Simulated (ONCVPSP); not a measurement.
# Pseudopotential generation for oxygen: ONCV, PBEsol

Do these settings give a usable potential? It is generated, then checked for transferability, scattering, ghosts and hardness.

The numbers are computed with ONCVPSP 4.0.1 (PBEsol, scalar-relativistic, spin-unpolarised reference atom).

### 1 The design

Typed settings, in words:

| Quantity | Value |
| --- | --- |
| element | oxygen (O, Z = 8) |
| type | optimised norm-conserving Vanderbilt (ONCV) |
| frozen core | [He] |
| valence charge | 6 |
| reference configuration | 2s2 2p4 |
| partial waves | 2s: rc 0.70 bohr, ncon 4, nbas 9, qcut 6.6 1/bohr, local; 2p: rc 2.05 bohr, ncon 4, nbas 8, qcut 5.2 1/bohr, 2 projectors, debl 3.2 Ha; d scattering state at 0.02 Ha: rc 1.70 bohr, ncon 4, nbas 8, qcut 5.1 1/bohr, 1 projector |
| local potential | the s channel |
| core correction | Teter function, fcfact 2.25, rcfact 1.8 |

The nodes and maxima of the atom's own shells, from an earlier all-electron run, set the scale for the radii.

All-electron outer shells of the reference configuration (PBEsol, scalar-relativistic, ld1.x):

| shell | level (eV) | outermost node (bohr) | outermost maximum (bohr) |
| --- | --- | --- | --- |
| 1s | -512.77 | – | 0.13 |
| 2s | -23.81 | 0.28 | 0.87 |
| 2p | -8.97 | – | 0.82 |

### 2 Generation

O.dat reads:

```
# ATOM AND REFERENCE CONFIGURATION
# atsym  z   nc   nv     iexc    psfile
  O 8.00    1    2  -116133      upf
#
#   n    l    f
    1    0    2.00
    2    0    2.00
    2    1    4.00
#
# PSEUDOPOTENTIAL AND OPTIMIZATION
# lmax
    2
#
#   l,   rc,      ep,       ncon, nbas, qcut
    0    0.70    0.00    4    9    6.60
    1    2.05    0.00    4    8    5.20
    2    1.70    0.02    4    8    5.10
#
# LOCAL POTENTIAL
# lloc, lpopt,  rc(5),   dvloc0
    0    5    0.70    0.00
#
# VANDERBILT-KLEINMAN-BYLANDER PROJECTORs
# l, nproj, debl
    0    0    3.80
    1    2    3.20
    2    1    3.10
#
# MODEL CORE CHARGE
# icmod, fcfact, rcfact
    3    2.25    1.80
#
# LOG DERIVATIVE ANALYSIS
# epsh1, epsh2, depsh
   -2.00    5.00    0.02
#
# OUTPUT GRID
# rlmax, drl
    6.00    0.01
#
# TEST CONFIGURATIONS
# ncnf
    4
# nvcnf
#   n    l    f
    2
    2    0    2.00
    2    1    3.00
#
    2
    2    0    2.00
    2    1    2.00
#
    2
    2    0    2.00
    2    1    1.00
#
    2
    2    0    2.00
    2    1    0.00
#
```

Started as:

```
$ oncvpsp.x < O.dat > O.out
```

Q: Predict the outcome of this session. Wanted: cutoffs for 1 and 0.1 mHa per electron, occupied waves; bound ghosts; GHOST(+) flags; largest test error; largest phase difference near zero energy, channels read; rms error of d²Exc/dn², without and with the model core.

**Answer**, as computed:

| quantity | value |
| --- | --- |
| cutoffs for 1 and 0.1 mHa per electron, occupied waves | 219 Ha and 457 Ha |
| bound ghosts | none found |
| GHOST(+) flags | none at low energy |
| largest test error (AE − PS) | +10531 meV, for 2s2 2p0 |
| largest phase difference near zero energy, channels read | 0.010 rad |
| rms error of d²Exc/dn², without and with the model core | 1.11 and 2.10 mHa |

**Reading.** The worst unpolarised test, 2s2 2p0, is off by 10531 meV on 180.2 eV; by total energies transferability rates as poor. That test lies far up in energy; among those under 40 eV, nearer to bonding, the largest error is 187 meV. The potential is very hard: the looser tolerance needs 219 Ha. At the looser tolerance the 2s wave is the slowest; 2p needs 13 Ha. No bound ghost shows below the valence levels. Near zero energy the phases of the channels with partial waves agree within 0.010 rad.
